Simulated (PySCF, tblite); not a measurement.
**C₅H₆ClO₂ radical: geometry, infrared bands and EPR parameters**

Wanted: the infrared bands and EPR parameters of C₅H₆ClO₂ radical (`C[C@H]1[CH]OC(O)=C1Cl`), by calculation.

Computed with tblite 0.8.0 and PySCF 2.14.0, with density-fitted response routines of our own, on a single molecule in the gas phase. Atoms are numbered from 0 throughout.

## Step 1: Starting geometry

14 atoms, charge 0, multiplicity 2; geometry from: force field or distance geometry start.

Bonds of the start (Å): C0–C1 1.52, C1–C2 1.50, C2–O3 1.36, O3–C4 1.40, C4–O5 1.36, C4–C6 1.34, C6–Cl7 1.69, C6–C1 1.50, C0–H8 1.10, C0–H9 1.11, C0–H10 1.10, C1–H11 1.08, C2–H12 1.09, O5–H13 0.98.

## Step 2: Optimising the geometry with GFN2-xTB

Job settings and geometry (Å):

```
{"job": {"kind": "relax", "xc": "GFN2-xTB", "basis": "xTB"}, "charge": 0, "multiplicity": 2}
C     -1.735700    -0.530100    -0.047700
C     -0.529500     0.238300    -0.560000
C     -0.272500     1.466300     0.264500
O      0.962200     1.443200     0.845200
C      1.556400     0.233100     0.467100
O      2.814400    -0.095200     0.862500
C      0.768200    -0.488900    -0.339100
Cl     1.137000    -1.973800    -1.057800
H     -1.632300    -0.828400     1.004200
H     -2.651300     0.087500    -0.123300
H     -1.912300    -1.437800    -0.637500
H     -0.651900     0.498000    -1.603600
H     -0.884800     2.346600     0.438500
H      3.031300    -0.959300     0.464800
```

Started as:

```
> OMP_NUM_THREADS=1 python probes_run.py task.json out
```

This one command runs all jobs of the session in turn.

**Question.** This job is followed by: GFN2-xTB harmonic vibrations, gas phase; UKS B3LYP, pcH-1 on C Cl H O, non-relativistic, mean-field spin-orbit, GIAO. What will the session give for the following? strongest single infrared mode (GFN2-xTB); zero-point energy (GFN2-xTB); g(iso) (B3LYP); ⟨S²⟩; largest a(iso) (averaged by class); potential on the surface of density 0.002 e/bohr³, 1st and 99th percentile.

As calculated:

| quantity | value |
| --- | --- |
| strongest single infrared mode (GFN2-xTB) | 1660 cm⁻¹, 263 km/mol |
| zero-point energy (GFN2-xTB) | 62.2 kcal/mol |
| g(iso) (B3LYP) | 2.00309 |
| ⟨S²⟩ | 0.754 (exact 0.75) |
| largest a(iso) (averaged by class) | 13C on C2, 135.9 MHz |
| potential on the surface of density 0.002 e/bohr³, 1st and 99th percentile | -1.08 V and 2.40 V |

**Reading.** Relaxing lowered the energy by 0.179 eV in 50 steps; the close pair that moved most is O3–C4, from 1.400 to 1.345 Å. All 36 modes are real, so the xTB geometry is a minimum. The strongest single mode, at 1660 cm⁻¹, moves mainly C4 and C6. Unscaled tight-binding wavenumbers are off by several per cent, some by more. Its intensities can rank the bands wrongly. Most of the unpaired spin sits on C2 (0.89 e). The isotropic g lies 0.8 ppt above the free-electron value. These values are for one conformer; the search (at its own cheap level) found 1 more, at 0.22 kcal/mol, and measured spectra average over such forms.
